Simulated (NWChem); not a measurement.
# C2H5GaS (SMILES C[CH]1[S][GaH]1) at 3 levels

Aim: a comparison of 3 runs (HF/def2-SVP, PBE0/def2-SVP, CCSD/STO-3G) of C2H5GaS. 

Program for the calculation: NWChem 7.3.0.

### 1 Starting point

The species is C2H5GaS (9 atoms), meant as a singlet with charge 0. As SMILES, `C[CH]1[S][GaH]1`. The shape is that of a PBE0-D4/def2-TZVP optimisation.

Bond lengths: C1–C2 1.505 Å, C2–S3 1.891 Å, C2–Ga4 1.940 Å, S3–Ga4 2.169 Å, C1–H5 1.094 Å, C1–H6 1.092 Å, C1–H7 1.096 Å, C2–H8 1.088 Å, Ga4–H9 1.533 Å. Some angles: C1–C2–S3 115.4°, C1–C2–Ga4 124.6°, S3–C2–Ga4 69.0°, C2–S3–Ga4 56.6°, C2–Ga4–S3 54.5°, C1–C2–H8 113.0°, S3–C2–H8 109.8°, Ga4–C2–H8 116.3°, C2–C1–H5 110.5°, C2–C1–H6 112.1°.

### 2 Energy and forces at HF/def2-SVP (run 1)

Input file mymol.nw:

```
start mymol
title "C2H5GaS"
memory stack 880 mb heap 220 mb global 1100 mb
charge 0

geometry units angstrom noautosym nocenter noautoz
C        0.392700       0.607200      -1.013800
C        0.068000      -0.541600      -0.098000
S        1.167700      -0.693800       1.432800
Ga      -0.978100      -0.390800       1.528800
H       -0.352600       0.683600      -1.811500
H        0.420800       1.560600      -0.482200
H        1.373200       0.466400      -1.482300
H        0.020900      -1.497600      -0.614900
H       -2.112700      -0.193900       2.541100
end

basis spherical bse
C library def2-SVP
S library def2-SVP
Ga library def2-SVP
H library def2-SVP
end

scf
singlet
rhf
thresh 1e-08
maxiter 80
end

task scf gradient
```

Launch:

```console
nwchem mymol.nw > mymol.out
```

What it wrote:

```text
[...]
  functions       =   103
[...]
  wavefunction    = RHF
[...]
         Total SCF energy =  -2398.967894107888
      One-electron energy =  -3990.921257184476
      Two-electron energy =   1265.215112490240
 Nuclear repulsion energy =    326.738250586347
        Time for solution =     25.5s
[...]
                         RHF ENERGY GRADIENTS
    atom               coordinates                        gradient
                 x          y          z           x          y          z
   1 C       0.742095   1.147442  -1.915804   -0.002956  -0.003978   0.005843
   2 C       0.128501  -1.023476  -0.185193    0.004408   0.005192   0.000632
   3 S       2.206633  -1.311092   2.707599   -0.006925   0.001247  -0.002350
   4 Ga     -1.848341  -0.738505   2.889013    0.002890  -0.000402  -0.004878
   5 H      -0.666317   1.291817  -3.423239   -0.000673  -0.000172  -0.000544
   6 H       0.795197   2.949106  -0.911226    0.000009   0.000483   0.000734
   7 H       2.594972   0.881368  -2.801141    0.001190  -0.000789  -0.000291
   8 H       0.039495  -2.830054  -1.161993   -0.000818  -0.001356   0.000775
   9 H      -3.992424  -0.366418   4.801983    0.002874  -0.000226   0.000078
[...]
```

Wall time 34 s (1 thread of Intel Xeon Platinum 8375C at 2.90GHz (Ice Lake), shared host); peak memory 0.1 GiB.

### 3 Energy and forces at PBE0/def2-SVP (run 2)

Input file c2h5gas.xyz:

```xyz
9
C2H5GaS
C      0.392700     0.607200    -1.013800
C      0.068000    -0.541600    -0.098000
S      1.167700    -0.693800     1.432800
Ga    -0.978100    -0.390800     1.528800
H     -0.352600     0.683600    -1.811500
H      0.420800     1.560600    -0.482200
H      1.373200     0.466400    -1.482300
H      0.020900    -1.497600    -0.614900
H     -2.112700    -0.193900     2.541100
```

Input file run.py:

```python
from ase.io import read
from ase.calculators.nwchem import NWChem

mol = read('c2h5gas.xyz')

calc = NWChem(
    label='c2h5gas',
    theory='dft',
    memory='2200 mb',
    basis='def2-SVP',
    basispar='spherical bse',
    dft={'xc': 'pbe0', 'mult': '1', 'grid': 'fine', 'convergence': 'energy 1e-08', 'iterations': '100', 'mulliken': None},
)
mol.calc = calc

forces = mol.get_forces()
print("Total energy (eV):", round(mol.get_potential_energy(), 6))
print("forces (eV/A):")
for s, f in zip(mol.symbols, forces):
    print(f"{s:2s} {f[0]:10.5f} {f[1]:10.5f} {f[2]:10.5f}")
print("dipole (e A):", mol.get_dipole_moment().round(4))
```

Launch:

```console
export ASE_NWCHEM_COMMAND="nwchem PREFIX.nwi > PREFIX.nwo"
python run.py
```

What it wrote:

```text
Total energy (eV): -65343.584847
forces (eV/A):
C    -0.05173   -0.16434    0.10799
C    -0.04973    0.23089    0.05739
S     0.21854   -0.03456    0.15252
Ga   -0.10578    0.00874    0.05682
H    -0.18394    0.02705   -0.21232
H     0.00828    0.26081    0.12732
H     0.24996   -0.02386   -0.12953
H    -0.03373   -0.31115   -0.18831
H    -0.05183    0.00643    0.02813
dipole (e A): [-0.4881  0.0797 -0.1283]
```

The calculator wrote c2h5gas.nwi:

```
title "c2h5gas"

permanent_dir c2h5gas

scratch_dir c2h5gas

start c2h5gas

geometry units angstrom nocenter noautosym noautoz
  C  3.9269999999999999e-01 6.0719999999999996e-01 -1.0138000000000000e+00
  C  6.8000000000000005e-02 -5.4159999999999997e-01 -9.8000000000000004e-02
  S  1.1677000000000000e+00 -6.9379999999999997e-01 1.4328000000000001e+00
  Ga -9.7809999999999997e-01 -3.9079999999999998e-01 1.5287999999999999e+00
  H  -3.5260000000000002e-01 6.8359999999999999e-01 -1.8115000000000001e+00
  H  4.2080000000000001e-01 1.5606000000000000e+00 -4.8220000000000002e-01
  H  1.3732000000000000e+00 4.6639999999999998e-01 -1.4823000000000000e+00
  H  2.0899999999999998e-02 -1.4976000000000000e+00 -6.1490000000000000e-01
  H  -2.1126999999999998e+00 -1.9389999999999999e-01 2.5411000000000001e+00
end

memory 2200 mb

basis spherical bse noprint
   * library def2-SVP
end

dft
  xc pbe0
  mult 1
  grid fine
  convergence energy 1e-08
  iterations 100
  mulliken
end

task dft gradient
```

c2h5gas.nwo:

```text
Northwest Computational Chemistry Package (NWChem) 7.3.0
             --------------------------------------------------------

           Job information
           ---------------

    nwchem branch   = 7.3.0
    use scalapack   = T
    input           = c2h5gas.nwi
    prefix          = c2h5gas.
    data base       = c2h5gas/c2h5gas.db
    status          = startup
    nproc           =        1

           Memory information
           ------------------

    heap     =     72089598 doubles =      550.0 Mbytes
    stack    =     72089595 doubles =      550.0 Mbytes
    global   =    144179200 doubles =     1100.0 Mbytes (distinct from heap & stack)
    total    =    288358393 doubles =     2200.0 Mbytes
    verify   = yes
    hardfail = no

[... 111 lines left out ...]
  convergence criterion.
[... 40 lines left out ...]
          Spatial weights used:  Erf1
[... 74 lines left out ...]
         Total DFT energy =    -2401.332471195527
[... 3 lines left out ...]
 Nuclear repulsion energy =      326.738250586347
[... 797 lines left out ...]
          Convergence on gradient requested:  5.00D-04
[... 27 lines left out ...]
          total energy or number of iterations.
[... 26 lines left out ...]
                         DFT ENERGY GRADIENTS

    atom               coordinates                        gradient
                 x          y          z           x          y          z
   1 C       0.742095   1.147442  -1.915804    0.001006   0.003196  -0.002100
   2 C       0.128501  -1.023476  -0.185193    0.000967  -0.004490  -0.001116
   3 S       2.206633  -1.311092   2.707599   -0.004250   0.000672  -0.002966
[... 5 lines of this table left out ...]
   9 H      -3.992424  -0.366418   4.801983    0.001008  -0.000125  -0.000547

                 ----------------------------------------
                 |  Time  |  1-e(secs)   |  2-e(secs)   |
                 ----------------------------------------
                 |  CPU   |       0.01   |       6.60   |
                 ----------------------------------------
                 |  WALL  |       0.01   |       6.60   |
                 ----------------------------------------

 Task  times  cpu:       35.0s     wall:       35.0s
 Total times  cpu:       35.0s     wall:       35.0s
```

Run time: 36 s. Hardware: 1 thread of Intel Xeon Platinum 8375C at 2.90GHz (Ice Lake), shared host; peak memory 0.13 GiB.

### 4 A single-point energy at CCSD/STO-3G (run 3)

Input file calc.nw:

```
start calc
memory 2200 mb
charge 0
geometry noautosym nocenter noautoz
 C        0.392700       0.607200      -1.013800
 C        0.068000      -0.541600      -0.098000
 S        1.167700      -0.693800       1.432800
 Ga      -0.978100      -0.390800       1.528800
 H       -0.352600       0.683600      -1.811500
 H        0.420800       1.560600      -0.482200
 H        1.373200       0.466400      -1.482300
 H        0.020900      -1.497600      -0.614900
 H       -2.112700      -0.193900       2.541100
end
basis spherical bse
 * library STO-3G
end
scf
 thresh 1e-08
 maxiter 80
end
ccsd
 freeze core 16
 maxiter 60
end
task ccsd
```

Launch:

```console
nwchem calc.nw > calc.out
```

What it wrote:

```text
[...]
  functions       =    42
[...]
  wavefunction    = RHF
[...]
         Total SCF energy =  -2371.778061619414
      One-electron energy =  -3970.950743110942
      Two-electron energy =   1272.434430905181
 Nuclear repulsion energy =    326.738250586347
        Time for solution =      6.9s
[...]
 Total MP2 energy:          -2371.982466118919092
[...]
             energy      energy      error      ampl     ampl      Block
                                                time     time      time
[...]
 Total CCSD energy:          -2372.041337226438372
[...]
```

It took 42 s on 1 thread of Intel Xeon Platinum 8375C at 2.90GHz (Ice Lake), shared host; peak memory 0.12 GiB.

### 5 The series

```csv
run,level,iteration cap,module,energy (Eh),dipole moment (D),HOMO energy (eV),LUMO energy (eV),wall time
1,HF/def2-SVP,80,scf,-2398.967894,3.10,-8.83,1.44,34 s
2,PBE0/def2-SVP,100,dft,-2401.332471,2.45,-6.49,-1.33,36 s
3,CCSD/STO-3G,80,ccsd,-2372.041337,–,-6.62,4.69,42 s
```

### 6 Results

| quantity | value |
| --- | --- |
| run 3: total energy | -2372.04134 Eh |
| run 3: HOMO energy (Hartree–Fock orbitals) | -6.62 eV |
| run 3: LUMO energy (Hartree–Fock orbitals) | 4.69 eV |
| run 3: HOMO–LUMO gap (Hartree–Fock orbitals) | 11.30 eV |
| run 3: correlation energy (16 core orbitals frozen) | -263.3 mEh |

**Reading.** In run 3 the basis is minimal, so the values are rough. All runs together took 1.9 min, the longest 42 s.
